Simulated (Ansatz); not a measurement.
# AlBrFH₂N: how energies converge with the basis set

One table from this session's results is given with a row withheld; the runs are named, their logs left out.

The runs use Ansatz 0.2.0, Gaussian basis; one geometry, several basis sets.

Levels to be run: PBE0-D4/def2-SVP; ωB97M-V/def2-SVP; PBE0-D4/def2-QZVPP; ωB97M-V/def2-QZVPP; the functionals' def2-TZVPP values are taken from earlier runs.

## The geometry

All runs share one geometry, relaxed beforehand with PBE0-D4 in a triple-zeta def2 set.

SMILES `[NH2][Al]([F])[Br]`, 6 atoms, charge 0, spin multiplicity 1.

Atoms are counted from 1 here; the program's logs count them from 0.

Bond lengths: N1–Al2 1.746 Å, N1–H5 1.007 Å, N1–H6 1.006 Å, Al2–F3 1.641 Å, Al2–Br4 2.237 Å. Angles: Al2–N1–H5 124.6°, Al2–N1–H6 124.3°, H5–N1–H6 111.1°, N1–Al2–F3 119.7°, N1–Al2–Br4 121.2°, F3–Al2–Br4 119.1°.

Set-up of the first run:

Input file in.yaml:

```yaml
crystal:
  periodic: [false, false, false]
  atoms:
    - {symbol: N, position_ang: [-0.195067, 0.984201, -0.037893]}
    - {symbol: Al, position_ang: [0.246379, -0.698538, 0.114595]}
    - {symbol: F, position_ang: [1.391860, -1.144234, 1.202583]}
    - {symbol: Br, position_ang: [-0.721888, -2.269821, -1.148581]}
    - {symbol: H, position_ang: [0.207118, 1.731330, 0.503589]}
    - {symbol: H, position_ang: [-0.886402, 1.332964, -0.680393]}
basis:
  gaussian: {orbitals: def2-SVP}
hamiltonian: {xc: pbe0, dispersion: d4}
output: {orbitals: {seedname: orbitals}}
```

Among the steps run: PBE0-D4 in def2-SVP; ωB97M-V in def2-SVP; PBE0-D4 in def2-QZVPP; ωB97M-V in def2-QZVPP.

One of the session's tables, all rows but one given; the rest of the session is left out.

It belongs to the step «Density functionals: the series». 

| functional | basis | HOMO (eV) |
| --- | --- | --- |
| PBE0-D4 | def2-SVP | -7.82 |
| PBE0-D4 | def2-TZVPP | -8.02 |
| PBE0-D4 | def2-QZVPP | -8.06 |
| ωB97M-V | def2-SVP | -10.17 |
| ωB97M-V | def2-TZVPP | ? |
| ωB97M-V | def2-QZVPP | -10.44 |

**Question.** Estimate the row for ωB97M-V, def2-TZVPP.

The run gave: HOMO (eV): -10.39. In the column «HOMO (eV)» it lies between ωB97M-V, def2-QZVPP (-10.44) and ωB97M-V, def2-SVP (-10.17).
